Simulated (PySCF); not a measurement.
# C₄H₁₆BNSi: NMR shifts at several levels of theory, part 1 of 2

Aim: compute the NMR shifts of C₄H₁₆BNSi (`[BH3-][NH2+]C[Si](C)(C)C`) at several levels, and see how far they spread and what each costs.

Computed with PySCF 2.14.0, with density-fitted response routines of our own, on a single molecule in the gas phase. Atoms count from 0, in the outputs and in this text.

**1. Starting geometry**

23 atoms, charge 0, multiplicity 1; geometry from: GFN2-xTB.

Bonds of the start (Å): B0–N1 1.64, N1–C2 1.47, C2–Si3 1.93, Si3–C4 1.91, Si3–C5 1.90, Si3–C6 1.91, B0–H7 1.20, B0–H8 1.19, B0–H9 1.19, N1–H10 1.02, N1–H11 1.01, C2–H12 1.09, C2–H13 1.10, C4–H14 1.09, C4–H15 1.09, C4–H16 1.09, C5–H17 1.09, C5–H18 1.08, C5–H19 1.09, C6–H20 1.09, C6–H21 1.08, C6–H22 1.09.

**2. Relaxing the molecule at PBE0-D3(BJ)/def2-SVP**

Job settings and geometry (Å):

```
{"job": {"xc": "PBE0", "basis": "def2-SVP", "d3": "d3bj", "grid": 1, "kind": "geom"}, "charge": 0, "multiplicity": 1}
B      2.411000     0.735030     1.151940
N      2.076660     0.136770    -0.333010
C      1.001960    -0.855700    -0.418520
Si    -0.757640    -0.125530    -0.090550
C     -0.798110     1.654310    -0.777390
C     -1.203590    -0.224350     1.753100
C     -1.953870    -1.212640    -1.110570
H      3.395880     1.396430     1.003430
H      2.593720    -0.203250     1.864730
H      1.475480     1.395230     1.485620
H      2.952800    -0.265650    -0.653090
H      1.860570     0.936140    -0.919790
H      1.218730    -1.630250     0.316590
H      1.024400    -1.333530    -1.404510
H     -0.143150     2.306810    -0.208120
H     -0.497580     1.698500    -1.821760
H     -1.800070     2.067980    -0.716790
H     -1.308970    -1.254940     2.080300
H     -0.428430     0.234860     2.357340
H     -2.138770     0.285370     1.964800
H     -1.759720    -1.140410    -2.176630
H     -2.984230    -0.913730    -0.948910
H     -1.872090    -2.259310    -0.833960
```

Standard output:

```text
step   0  E = -530.51212846  max force = 0.016153
step   1  E = -530.51635238  max force = 0.004526
step   2  E = -530.51645534  max force = 0.002321
step   3  E = -530.51650249  max force = 0.000556
step   4  E = -530.51652395  max force = 0.001173
step   5  E = -530.51654759  max force = 0.001558
step   6  E = -530.51656383  max force = 0.001007
step   7  E = -530.51657470  max force = 0.000420
optimisation converged
```

It took 64 s on 8 threads of Arm Neoverse V1, shared host.

The steps of the relaxation:

```tsv
step	energy from step 0 (eV)	largest force component (eV/Å)
0	0.0000	0.8306
1	-0.1149	0.2327
2	-0.1177	0.1194
3	-0.1190	0.0286
4	-0.1196	0.0603
5	-0.1203	0.0801
6	-0.1207	0.0518
7	-0.1210	0.0216
```

Close pairs (by a distance rule), those that changed most:

```tsv
bond	before (Å)	after (Å)	change (Å)
B0–H8	1.192	1.226	+0.034
B0–H9	1.193	1.225	+0.033
B0–H7	1.196	1.226	+0.030
Si3–C5	1.899	1.872	-0.027
Si3–C4	1.908	1.881	-0.027
Si3–C6	1.911	1.884	-0.027
C6–H21	1.085	1.102	+0.017
C6–H22	1.086	1.102	+0.016
```

The end geometry stands in the next job.

```tsv
at the end point	value
point group (found at 0.08 Å tolerance)	C1
rotational constants (GHz, main isotopes)	2.643, 1.313, 1.253
dipole moment (D)	4.98
```

**3. NMR shieldings: PBE0/pcSseg-1**

Job settings and geometry (Å):

```
{"job": {"kind": "nmr", "xc": "PBE0", "basis": "pcSseg-1", "pop": false}, "charge": 0, "multiplicity": 1}
B      2.393012     0.672650     1.201744
N      2.121392     0.116361    -0.295506
C      0.994385    -0.823312    -0.456885
Si    -0.748537    -0.101670    -0.108981
C     -0.804025     1.662300    -0.760135
C     -1.215039    -0.192771     1.701984
C     -1.918181    -1.191798    -1.106050
H      3.411610     1.349939     1.120424
H      2.524440    -0.315850     1.914998
H      1.415852     1.346488     1.505244
H      2.987123    -0.320927    -0.615014
H      1.983046     0.927910    -0.900481
H      1.171627    -1.668341     0.226515
H      0.994478    -1.227930    -1.484209
H     -0.120816     2.314505    -0.193848
H     -0.543744     1.716346    -1.829883
H     -1.820481     2.072727    -0.649749
H     -1.234498    -1.237696     2.049883
H     -0.495228     0.361835     2.320119
H     -2.219376     0.233132     1.857492
H     -1.713202    -1.133666    -2.186856
H     -2.964132    -0.884740    -0.946163
H     -1.834725    -2.247352    -0.800391
```

Method: GIAO PBE0/pcSseg-1 NMR shielding, non-relativistic, gas phase.

Standard output:

```text
coarse grid: 18040 points
cycle   1  E = -530.5796787766  dE =  1.978e-01  |g| = 5.978e-01  |ddm| = 3.952e+00
cycle   2  E = -530.5834690635  dE = -3.790e-03  |g| = 6.017e-01  |ddm| = 1.152e+00
cycle   3  E = -530.6817415417  dE = -9.827e-02  |g| = 4.350e-02  |ddm| = 5.615e-01
cycle   4  E = -530.6821919290  dE = -4.504e-04  |g| = 1.811e-02  |ddm| = 6.914e-02
cycle   5  E = -530.6822826831  dE = -9.075e-05  |g| = 3.743e-03  |ddm| = 2.068e-02
cycle   6  E = -530.6822858700  dE = -3.187e-06  |g| = 1.672e-03  |ddm| = 5.663e-03
final grid: 164912 points
cycle   7  E = -530.7196107421  dE = -6.416e-05  |g| = 1.092e-02  |ddm| = 5.013e-02
cycle   8  E = -530.7196011601  dE =  9.582e-06  |g| = 1.279e-02  |ddm| = 1.914e-02
cycle   9  E = -530.7196404588  dE = -3.930e-05  |g| = 1.004e-03  |ddm| = 1.017e-02
cycle  10  E = -530.7196406644  dE = -2.056e-07  |g| = 2.906e-04  |ddm| = 9.672e-04
cycle  11  E = -530.7196406813  dE = -1.686e-08  |g| = 6.005e-05  |ddm| = 2.570e-04
cycle  12  E = -530.7196406821  dE = -8.745e-10  |g| = 1.673e-05  |ddm| = 7.640e-05
converged SCF energy = -530.7196406821

GIAO shielding tensors (ppm)
atom      isotropic    diamagn.    paramagn.     s11        s22        s33       span
  0 B      122.859     190.943     -68.084    107.727    113.123    147.728     40.001
  1 N      214.488     317.001    -102.514    199.562    216.135    227.767     28.204
  2 C      146.134     256.947    -110.813    126.824    131.509    180.070     53.246
  3 Si     350.682     882.373    -531.691    338.434    344.859    368.753     30.318
  4 C      189.976     256.691     -66.716    184.758    189.774    195.395     10.637
  5 C      182.886     255.624     -72.738    178.497    181.585    188.574     10.076
  6 C      185.120     255.425     -70.305    179.288    185.009    191.063     11.775
  7 H       29.197      29.400      -0.202     26.116     27.334     34.142      8.026
  8 H       29.387      30.644      -1.258     26.947     27.487     33.727      6.780
  9 H       29.188      31.939      -2.751     25.836     28.695     33.034      7.198
 10 H       28.392      29.402      -1.009     20.144     25.413     39.620     19.477
 11 H       28.786      33.457      -4.671     22.904     27.015     36.439     13.535
 12 H       29.102      33.829      -4.726     25.652     28.878     32.776      7.124
 13 H       29.423      33.972      -4.549     23.769     29.632     34.868     11.099
 14 H       30.456      32.406      -1.950     25.291     29.196     36.881     11.590
 15 H       31.533      32.216      -0.683     27.613     28.510     38.474     10.861
 16 H       31.090      30.808       0.282     26.721     28.269     38.279     11.558
 17 H       31.083      31.427      -0.344     27.322     28.235     37.691     10.369
 18 H       29.824      31.659      -1.835     24.588     28.751     36.134     11.546
 19 H       31.195      30.632       0.563     26.910     28.451     38.224     11.314
 20 H       31.481      31.467       0.014     27.059     29.077     38.307     11.248
 21 H       31.211      30.267       0.944     26.912     28.486     38.235     11.323
 22 H       31.322      31.273       0.049     27.070     28.909     37.986     10.917
```

It took 20 s on 8 threads of Arm Neoverse V1, shared host.

Shifts follow as δ = σ(reference) − σ, with reference shieldings (ppm) from runs at the same level and on the same kind of geometry: 1H TMS 31.27, 13C TMS 184.4, 29Si TMS 352.0, 15N NH3 265.7, 11B BF3·OEt2 100.7. The references are single molecules in the gas phase, so shifts against H2O, NH3, PH3, H3PO4 or CFCl3 are not on the usual liquid scales and can be off by tens of ppm. Atoms listed in one row are averaged.

```tsv
atoms	environment	σ (ppm)	δ (ppm)	δ scaled to CDCl3
C2	sp3 CH2 bonded to N and Si	146.1	38.3	36.7
C4, C5, C6	methyl carbon bonded to Si	186.0	-1.6	-2.0
H10, H11	hydrogen on a donor nitrogen of a Lewis adduct	28.59	2.68	–
H7, H8, H9	hydrogen on a boron bonded to N	29.26	2.01	–
H12, H13	hydrogen on an sp3 CH2 bonded to N and Si	29.26	2.00	2.12
H14, H15, H16, H17, H18 and 4 more	hydrogen on a methyl carbon bonded to Si	31.02	0.25	0.45
B0	boron bonded to N, 3 H	122.9	-22.1	–
N1	donor nitrogen of a Lewis adduct	214.5	51.2	–
Si3	silicon bonded to 4 C	350.7	1.3	–
```

The scaled column applies a straight-line fit of computed shieldings to shifts measured in CDCl3 (root-mean-square error 0.21 ppm for H, 2.0 ppm for C).

**4. NMR shieldings: PBE/pcSseg-1**

Settings changed since step 3:

```diff
@@ -1,2 +1,2 @@
-{"job": {"kind": "nmr", "xc": "PBE0", "basis": "pcSseg-1", "pop": false}, "charge": 0, "multiplicity": 1}
+{"job": {"kind": "nmr", "xc": "PBE", "basis": "pcSseg-1", "pop": false}, "charge": 0, "multiplicity": 1}
 B      2.393012     0.672650     1.201744
```

Method: GIAO PBE/pcSseg-1 NMR shielding, non-relativistic, gas phase.

Standard output:

```text
coarse grid: 18040 points
cycle   1  E = -530.3861355435  dE =  9.946e-02  |g| = 8.493e-01  |ddm| = 4.056e+00
cycle   2  E = -530.1770162279  dE =  2.091e-01  |g| = 1.195e+00  |ddm| = 2.055e+00
cycle   3  E = -530.5890488008  dE = -4.120e-01  |g| = 8.582e-02  |ddm| = 1.312e+00
cycle   4  E = -530.5910331825  dE = -1.984e-03  |g| = 3.416e-02  |ddm| = 1.515e-01
cycle   5  E = -530.5913316397  dE = -2.985e-04  |g| = 9.211e-03  |ddm| = 3.607e-02
cycle   6  E = -530.5913461161  dE = -1.448e-05  |g| = 3.864e-03  |ddm| = 9.620e-03
cycle   7  E = -530.5913495706  dE = -3.455e-06  |g| = 4.706e-04  |ddm| = 3.709e-03
final grid: 164912 points
cycle   8  E = -530.6424138099  dE = -7.512e-05  |g| = 1.703e-02  |ddm| = 7.164e-02
cycle   9  E = -530.6423123020  dE =  1.015e-04  |g| = 2.635e-02  |ddm| = 3.635e-02
cycle  10  E = -530.6424873384  dE = -1.750e-04  |g| = 2.115e-03  |ddm| = 2.300e-02
cycle  11  E = -530.6424882809  dE = -9.424e-07  |g| = 6.169e-04  |ddm| = 2.192e-03
cycle  12  E = -530.6424883540  dE = -7.309e-08  |g| = 1.137e-04  |ddm| = 4.673e-04
cycle  13  E = -530.6424883573  dE = -3.339e-09  |g| = 3.655e-05  |ddm| = 1.606e-04
cycle  14  E = -530.6424883577  dE = -3.541e-10  |g| = 6.988e-06  |ddm| = 4.725e-05
converged SCF energy = -530.6424883577

GIAO shielding tensors (ppm)
atom      isotropic    diamagn.    paramagn.     s11        s22        s33       span
  0 B      118.493     192.847     -74.354    102.452    108.223    144.803     42.351
  1 N      204.766     314.906    -110.140    190.225    206.606    217.466     27.241
  2 C      139.416     256.757    -117.341    119.382    124.281    174.584     55.202
  3 Si     333.340     883.667    -550.327    321.066    327.548    351.405     30.338
  4 C      186.070     255.623     -69.553    179.959    185.978    192.274     12.315
  5 C      178.114     254.579     -76.465    173.050    176.532    184.762     11.712
  6 C      180.748     254.279     -73.530    174.215    180.442    187.588     13.373
  7 H       29.043      29.264      -0.221     26.142     27.194     33.793      7.651
  8 H       29.237      30.851      -1.614     26.703     27.537     33.470      6.767
  9 H       28.981      32.322      -3.341     25.746     28.252     32.945      7.199
 10 H       28.088      29.202      -1.114     19.907     25.497     38.860     18.953
 11 H       28.499      33.378      -4.879     22.964     26.945     35.587     12.623
 12 H       28.966      33.877      -4.911     25.722     28.917     32.258      6.535
 13 H       29.208      33.894      -4.686     23.668     29.539     34.417     10.749
 14 H       30.340      32.388      -2.048     25.329     29.182     36.511     11.182
 15 H       31.453      32.158      -0.705     27.698     28.519     38.141     10.442
 16 H       31.043      30.790       0.254     26.915     28.376     37.839     10.924
 17 H       31.002      31.423      -0.421     27.463     28.271     37.272      9.809
 18 H       29.729      31.721      -1.991     24.701     28.762     35.725     11.024
 19 H       31.119      30.623       0.496     27.060     28.493     37.805     10.746
 20 H       31.410      31.409       0.001     27.190     29.084     37.954     10.764
 21 H       31.159      30.247       0.911     27.088     28.551     37.837     10.749
 22 H       31.246      31.221       0.025     27.199     28.941     37.599     10.400
```

Wall time 17 s (8 threads of Arm Neoverse V1, shared host).

Key values: δ C2 40.6, C4 -1.6, B0 -23.7, N1 60.3, H10 2.90, H12 2.11 ppm (means over like atoms).

(Continued in part 2 of 2.)
